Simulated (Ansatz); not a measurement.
CsLiCr2Te2S3, 9 atoms in the cell. It takes space group R32 (No. 155, trigonal). Conventional cell: a = 6.639 Å, b = 6.639 Å, c = 20.639 Å, α = 90.00°, β = 90.00°, γ = 120.00°. Around Cs (site symmetry 32) lie 6 Te at 3.84 Å and 6 S at 4.04 Å and 2 Cr at 4.16 Å. Li (site symmetry 32) is surrounded by 3 S at 2.41 Å. Around Cr (site symmetry 3) lie 3 S at 2.24 Å and 1 Te at 2.45 Å. Te (site symmetry 3) has 1 Cr at 2.45 Å as nearest neighbours. Around S (site symmetry 2) lie 2 Cr at 2.24 Å and 1 Li at 2.41 Å. The cell was built by a generator and needn't be a form met in nature.

```yaml
Program: Ansatz 0.2.0
Task: band structure
Functional: PBE
Potentials_or_basis: Ansatz PAW
Cutoff: "420 eV (not typed: the program's choice for these potentials)"
k_mesh: 5 × 5 × 5
Occupations: fermi-dirac, width 0.05 eV
Spin: collinear spin, ferromagnetic start
Starting_moments: "[0.0, 0.0, 3.0, 3.0, 0.0, 0.0, 0.0, 0.0, 0.0] μB"
Path: "[[\"G\", \"L\", \"B1\"], [\"B\", \"Z\", \"G\", \"X\"], [\"Q\", \"F\", \"P1\", \"Z\"], [\"L\", \"P\"]]"
Points_for_each_segment_of_the_path: 10
```

Potentials or basis: Ansatz PAW.

Run with:

```console
$ ansatz run input.yaml --threads 8 --pin off --max-ram 20480MiB --backend cpu --events-out ev --progress --plain --runs-dir out
```

Hardware: 8 threads of Intel(R) Xeon(R) Platinum 8488C (Sapphire Rapids) (shared host).

How long does it take, and how much memory?

Run time: 40 s on 8 threads of Intel(R) Xeon(R) Platinum 8488C (Sapphire Rapids), with other jobs on the host, peak memory 2.3 GiB. Counts: scf iterations 18, plane waves 5129, k points 19, bands 67.
